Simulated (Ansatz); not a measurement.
# CH3BClFO: the cost of one run

Program: Ansatz 0.2.0, Gaussian basis. Level of theory: the settings change from run to run. These are calculated values, not measurements.

## (1) The molecule

An earlier PBE0-D4 in a triple-zeta def2 set relaxation fixed the geometry.

SMILES `BC(O)(F)Cl`, 8 atoms, charge 0, spin multiplicity 1.

Atoms are counted from 1 here; the program's logs count them from 0.

Bond lengths: B1–C2 1.545 Å, B1–H6 1.192 Å, B1–H7 1.187 Å, C2–O3 1.458 Å, C2–F4 1.346 Å, C2–Cl5 1.742 Å, O3–H8 0.968 Å. Angles: C2–B1–H6 116.5°, C2–B1–H7 119.5°, H6–B1–H7 123.9°, B1–C2–O3 74.1°, B1–C2–F4 121.2°, B1–C2–Cl5 125.0°, O3–C2–F4 108.7°, O3–C2–Cl5 110.1°, F4–C2–Cl5 109.4°, C2–O3–H8 107.1°.

## (2) RPBE/def2-TZVPD

Set apart from the defaults: charge +1, multiplicity 2, coordinates scaled by 0.92, a grid of angular degree 23, D4 dispersion.

in.yaml

```yaml
crystal:
  periodic: [false, false, false]
  atoms:
    - {symbol: B, position_ang: [-0.456989, 0.769057, 0.180949]}
    - {symbol: C, position_ang: [0.603520, -0.115655, -0.155519]}
    - {symbol: O, position_ang: [-0.527255, -0.820889, -0.310244]}
    - {symbol: F, position_ang: [1.291391, -0.654858, 0.721114]}
    - {symbol: Cl, position_ang: [1.424237, -0.084494, -1.531489]}
    - {symbol: H, position_ang: [-0.732796, 0.820845, 1.240971]}
    - {symbol: H, position_ang: [-0.912252, 1.384049, -0.598035]}
    - {symbol: H, position_ang: [-0.605028, -1.350680, 0.401009]}
basis:
  gaussian: {orbitals: def2-TZVPD, final_grid: {core_spheres: 8, valence_spheres: 7, degree: 23}}
total_charge: 1
magnetization: {spin_polarized: true, initial_magnetization: 1}
hamiltonian: {xc: {name: RPBE}, dispersion: d4}
```

On the command line:

```sh
$ ansatz run in.yaml --threads 2 --pin off --events-out ev --progress --plain --max-ram 4352MiB
```

What time and memory should one allow on 2 threads of Arm Neoverse V1, shared host?

About 7 s, with a peak of 0.41 GiB.
